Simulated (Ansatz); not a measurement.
# Al2N2H8: a ladder of functionals and wavefunction methods

Aim: compute Al2N2H8 with functionals from several rungs and with coupled cluster. The yardstick is the atomisation energy at the CCSD(T) limit.

Computed with Ansatz 0.2.0, Gaussian basis. Level: functionals in def2-TZVPP, the program's frozen cores in correlated methods.

Levels to be run: LDA (SPW92), PBE-D4, revPBE-D4, BLYP-D4, r2SCAN-D4, B97M-V, PBE0-D4, B3LYP-D4, r2SCANh-D4, r2SCAN0-D4, HSE06-D4, BHLYP-D4, CAM-B3LYP-D4, LC-ωPBE, ωB97X-V, ωB97M-V, B2PLYP, PBE-QIDH; CCSD(T)/def2-SVP; CCSD(T)/def2-TZVPP; MP2/def2-QZVPP; extrapolation to the limit; RPA on PBE.

## (1) The relaxed structure

All runs share one geometry, relaxed beforehand with PBE0-D4 in a triple-zeta def2 set.

SMILES `[NH2+]1[AlH2-][NH2+][AlH2-]1`, 12 atoms, charge 0, spin multiplicity 1.

Atoms are counted from 1 here; the program's logs count them from 0.

Bond lengths: N1–Al2 1.957 Å, N1–Al4 1.957 Å, N1–H5 1.014 Å, N1–H6 1.014 Å, Al2–N3 1.957 Å, Al2–H7 1.592 Å, Al2–H8 1.592 Å, N3–Al4 1.957 Å, N3–H9 1.014 Å, N3–H10 1.014 Å, Al4–H11 1.592 Å, Al4–H12 1.592 Å. Angles: Al2–N1–Al4 92.1°, Al2–N1–H5 114.4°, Al2–N1–H6 114.5°, Al4–N1–H5 114.4°, Al4–N1–H6 114.5°, H5–N1–H6 106.8°, N1–Al2–N3 87.9°, N1–Al2–H7 110.0°, N1–Al2–H8 110.0°, N3–Al2–H7 110.0°, N3–Al2–H8 110.0°, H7–Al2–H8 123.2°, Al2–N3–Al4 92.1°, Al2–N3–H9 114.4°, Al2–N3–H10 114.5°, Al4–N3–H9 114.4°, Al4–N3–H10 114.5°, H9–N3–H10 106.8° and more.

## (2) LDA

This LDA is Slater exchange with PW92 correlation.

Contents of in.yaml:

```yaml
crystal:
  periodic: [false, false, false]
  atoms:
    - {symbol: N, position_ang: [-1.001254, 0.334145, -0.854554]}
    - {symbol: Al, position_ang: [0.951337, 0.336851, -0.982978]}
    - {symbol: N, position_ang: [1.001157, -0.337141, 0.853440]}
    - {symbol: Al, position_ang: [-0.951321, -0.334246, 0.983884]}
    - {symbol: H, position_ang: [-1.463817, -0.282830, -1.512546]}
    - {symbol: H, position_ang: [-1.429865, 1.246934, -0.957743]}
    - {symbol: H, position_ang: [1.492000, 1.833479, -1.028507]}
    - {symbol: H, position_ang: [1.433010, -0.795750, -1.992669]}
    - {symbol: H, position_ang: [1.426634, -1.251825, 0.952948]}
    - {symbol: H, position_ang: [1.466718, 0.275880, 1.512985]}
    - {symbol: H, position_ang: [-1.496526, -1.829018, 1.035661]}
    - {symbol: H, position_ang: [-1.428083, 0.803531, 1.990088]}
basis:
  gaussian: {orbitals: def2-TZVPP}
hamiltonian: {xc: lda}
output: {orbitals: {seedname: orbitals}}
```

Command:

```bash
ansatz run in.yaml --threads 4 --pin off --events-out ev --progress --plain --max-ram 10444MiB
```

After this run come: PBE-D4 (GGA); revPBE-D4 (GGA); BLYP-D4 (GGA); r2SCAN-D4 (meta-GGA); B97M-V (meta-GGA); B3LYP-D4 (hybrid); r2SCANh-D4 (hybrid); r2SCAN0-D4 (hybrid); HSE06-D4 (hybrid); BHLYP-D4 (hybrid); CAM-B3LYP-D4 (range-separated); LC-ωPBE (range-separated); ωB97X-V (range-separated); ωB97M-V (range-separated); B2PLYP (double hybrid); PBE-QIDH (double hybrid); CCSD(T) in def2-SVP; CCSD(T) in def2-TZVPP; MP2 in def2-QZVPP; RPA on PBE orbitals.

Q: Predict the results of all the runs planned. Wanted: atomisation energy, CCSD(T)/CBS; farthest beyond LDA; mean size of error, GGA; mean size of error, meta-GGA; mean size of error, hybrid; mean size of error, range-separated; mean size of error, double hybrid; gap, smallest and largest; T1 diagnostic.

As calculated:

```
                               quantity                                      value
        atomisation energy, CCSD(T)/CBS                              3792.8 kJ/mol
 functionals within 19.0 kJ/mol (0.5 %)   B3LYP-D4, CAM-B3LYP-D4, ωB97X-V, ωB97M-V
                    farthest beyond LDA                   revPBE-D4 (-99.2 kJ/mol)
                mean size of error, GGA                                54.2 kJ/mol
           mean size of error, meta-GGA                                31.5 kJ/mol
             mean size of error, hybrid                                56.3 kJ/mol
    mean size of error, range-separated                                18.6 kJ/mol
      mean size of error, double hybrid                                70.7 kJ/mol
              gap, smallest and largest  5.50 eV (LDA (SPW92)), 12.49 eV (LC-ωPBE)
                          T1 diagnostic                                     0.0090
triples share of the correlation energy                                      3.2 %
```

What this shows: The LDA atomisation energy is off by 402.2 kJ/mol (11 %): it overbinds. PBE-D4 is off by -31.6 kJ/mol. Double hybrids carry the basis error of their MP2 part in triple zeta, and no dispersion term here, so their miss is partly the set-up's. Taken by rung, range-separated functionals do best (18.6 kJ/mol on average) and double hybrid ones worst beyond LDA (70.7 kJ/mol). Misses under about 19.0 kJ/mol are within the doubt on the reference itself, which lacks core-valence correlation, relativity and higher excitations. Hartree-Fock recovers 72 % of the binding; the rest is correlation. CCSD(T) in def2-SVP is off by -238.9 kJ/mol, worse than the median functional, from the basis alone. Orbital gaps span 5.5 to 12.5 eV; exact exchange widens them.
